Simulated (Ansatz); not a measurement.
# Se vacancy in WSe2

A defect calculation: Se vacancy in WSe2, supercell of 42 sites, in the charges 0, -1.

Method: DFT PBE+D3(BJ), scalar-relativistic, plane waves, PAW, in Ansatz 0.2.0.

2 further runs of the same task are left out: 2 set aside as unsound or not needed.

## 1. The starting structure

Symmetry: P6_3/mmc, No. 194, hexagonal system. The conventional cell has a = 3.279 Å, b = 3.279 Å, c = 12.789 Å, α = 90.00°, β = 90.00°, γ = 120.00°. W (site symmetry -6m2) is surrounded by 6 Se at 2.53 Å. Se (site symmetry 3m) has 3 W at 2.53 Å in its first shell of neighbours.

As a file:

```
W Se
1.0
     3.27902    0.00000    0.00000
    -1.63951    2.83971    0.00000
     0.00000    0.00000   12.78851
W Se
2 4
Direct
  0.33333 0.66667 0.25000
  0.66667 0.33333 0.75000
  0.33333 0.66667 0.61829
  0.66667 0.33333 0.11829
  0.33333 0.66667 0.88171
  0.66667 0.33333 0.38171
```

It is the result of an earlier relaxation at this level (volume 19.85 Å³/atom; gap on the mesh: 1.00 eV).

The host's static dielectric tensor, from an earlier linear-response run, has a mean of 13.26.

The perfect supercell (rows 1 -2 0; 2 3 0; 0 0 1 in vectors of this cell) was computed beforehand with the same settings: E(σ→0) = -298564.0429 eV for 42 atoms, gap 1.17 eV on its own mesh.

## 2. Setting up the defect

The atom at (0.952, 0.190, 0.618) of the supercell is taken out. A small random displacement (spread 0.05 Å) lets the symmetry of the site break. Its neighbours are 3 W at 2.53 Å.

## 3. Charge state 0

Contents of input.yaml:

```yaml
crystal:
  lattice:
    - [6.5580315311, -5.6794219048, 0.0]
    - [1.6395078828, 8.5191328572, 0.0]
    - [0.0, 0.0, 12.7885059501]
  atoms:
    - { symbol: W, position: [0.9523809524, 0.1904761905, 0.25] }
    - { symbol: W, position: [0.6666666667, 0.3333333333, 0.25] }
    - { symbol: W, position: [0.380952381, 0.4761904762, 0.25] }
    - { symbol: W, position: [0.0952380952, 0.619047619, 0.25] }
    - { symbol: W, position: [0.8095238095, 0.7619047619, 0.25] }
    - { symbol: W, position: [0.5238095238, 0.9047619048, 0.25] }
    - { symbol: W, position: [0.2380952381, 0.0476190476, 0.25] }
    - { symbol: W, position: [0.1918517148, 0.243875268, 0.7553253365] }
    - { symbol: W, position: [0.912505374, 0.375589215, 0.7570459042] }
    - { symbol: W, position: [0.619047619, 0.5238095238, 0.75] }
    - { symbol: W, position: [0.3333333333, 0.6666666667, 0.75] }
    - { symbol: W, position: [0.0476190476, 0.8095238095, 0.75] }
    - { symbol: W, position: [0.7595542582, 0.9403568445, 0.7505655357] }
    - { symbol: W, position: [0.4761904762, 0.0952380952, 0.75] }
    - { symbol: Se, position: [0.6666666667, 0.3333333333, 0.6182884632] }
    - { symbol: Se, position: [0.380952381, 0.4761904762, 0.6182884632] }
    - { symbol: Se, position: [0.0952380952, 0.619047619, 0.6182884632] }
    - { symbol: Se, position: [0.8095238095, 0.7619047619, 0.6182884632] }
    - { symbol: Se, position: [0.5238095238, 0.9047619048, 0.6182884632] }
    - { symbol: Se, position: [0.2380952381, 0.0476190476, 0.6182884632] }
    - { symbol: Se, position: [0.1904761905, 0.2380952381, 0.1182884632] }
    - { symbol: Se, position: [0.9047619048, 0.380952381, 0.1182884632] }
    - { symbol: Se, position: [0.619047619, 0.5238095238, 0.1182884632] }
    - { symbol: Se, position: [0.3333333333, 0.6666666667, 0.1182884632] }
    - { symbol: Se, position: [0.0476190476, 0.8095238095, 0.1182884632] }
    - { symbol: Se, position: [0.7619047619, 0.9523809524, 0.1182884632] }
    - { symbol: Se, position: [0.4761904762, 0.0952380952, 0.1182884632] }
    - { symbol: Se, position: [0.9523809524, 0.1904761905, 0.8817115368] }
    - { symbol: Se, position: [0.6666666667, 0.3333333333, 0.8817115368] }
    - { symbol: Se, position: [0.380952381, 0.4761904762, 0.8817115368] }
    - { symbol: Se, position: [0.0952380952, 0.619047619, 0.8817115368] }
    - { symbol: Se, position: [0.8095238095, 0.7619047619, 0.8817115368] }
    - { symbol: Se, position: [0.5238095238, 0.9047619048, 0.8817115368] }
    - { symbol: Se, position: [0.2380952381, 0.0476190476, 0.8817115368] }
    - { symbol: Se, position: [0.1904761905, 0.2380952381, 0.3817115368] }
    - { symbol: Se, position: [0.9047619048, 0.380952381, 0.3817115368] }
    - { symbol: Se, position: [0.619047619, 0.5238095238, 0.3817115368] }
    - { symbol: Se, position: [0.3333333333, 0.6666666667, 0.3817115368] }
    - { symbol: Se, position: [0.0476190476, 0.8095238095, 0.3817115368] }
    - { symbol: Se, position: [0.7619047619, 0.9523809524, 0.3817115368] }
    - { symbol: Se, position: [0.4761904762, 0.0952380952, 0.3817115368] }
  host:
    lattice:
      - [3.2790157656, 0.0, 0.0]
      - [-1.6395078828, 2.8397109524, 0.0]
      - [0.0, 0.0, 12.7885059501]
    atoms:
      - { symbol: W, position: [0.3333333333, 0.6666666667, 0.25] }
      - { symbol: W, position: [0.6666666667, 0.3333333333, 0.75] }
      - { symbol: Se, position: [0.3333333333, 0.6666666667, 0.6182884632] }
      - { symbol: Se, position: [0.6666666667, 0.3333333333, 0.1182884632] }
      - { symbol: Se, position: [0.3333333333, 0.6666666667, 0.8817115368] }
      - { symbol: Se, position: [0.6666666667, 0.3333333333, 0.3817115368] }
basis:
  ecutwfc: 420
  xc_grid: 2
kpoints:
  mp_grid: { grid: [2, 2, 2], shift: [0.0, 0.0, 0.0] }
hamiltonian:
  xc: pbe
  dispersion: d3bj
scf:
  occupations: { method: gaussian, width: 0.01 }
output:
  forces: true
  stress: false
  eigenvalues: true
  charged_corrections:
    defect_position: [0.95238095, 0.19047619, 0.61828846]
    epsilon: [[15.7662, 0.0, 0.0], [0.0, 15.7662, 0.0], [0.0, 0.0, 8.2375]]
  write_density: true
  write_potential: true
  elf: true
  volumetric_format: npy
relax:
  adjacent_minimum: "off"
  f_tol: 0.025
  max_steps: 60
```

Started as:

```sh
ansatz run input.yaml --threads 8 --pin off --max-ram 22528MiB --backend cpu --events-out ev --progress --plain --runs-dir out
```

Further runs follow: charge state -1; charge -1, second spin start.

What does the calculation give? Wanted: formation energy, neutral; nearest atoms after relaxation, one image of each, neutral.

As calculated:

| quantity | value |
| --- | --- |
| formation energy, neutral | 3.04 eV |
| nearest atoms after relaxation, one image of each, neutral | 3 W at 2.47 Å |
| level (0/-1) above the valence top | 1.03 eV (outside the gap) |

**Reading.** The neutral defect costs 3.04 eV against the elements. With elemental Se as the reservoir this is the highest cost; Se-poor conditions lower it. Spin polarisation was off in the neutral run, so a moment could not show there. Spin was allowed in some charges only (not in 0): their moments are zero by construction, and levels between the two kinds of run can be off. Among the charges computed the stable one is 0 at the valence top and stays so across the gap of 0.87 eV. In charge -1 the extra carrier would gain by moving to a band edge of the host at this level and cell size; a small cell and a semilocal functional both favour that, so a real bound level isn't ruled out. The alignment term, up to 0.43 eV here, is marked as doubtful by the program in a cell of this size. Levels are placed in the host's Kohn-Sham gap, which is usually too small at this level and squeezes them. With 42 host sites the defect feels its images, so energies are good to tenths of an eV at best. Other minima may exist. Spin-orbit coupling is left out, which matters for the bands of W.

A log calls its force constants unconverged on the k mesh, so modes and the static dielectric constant formed from them are rough.
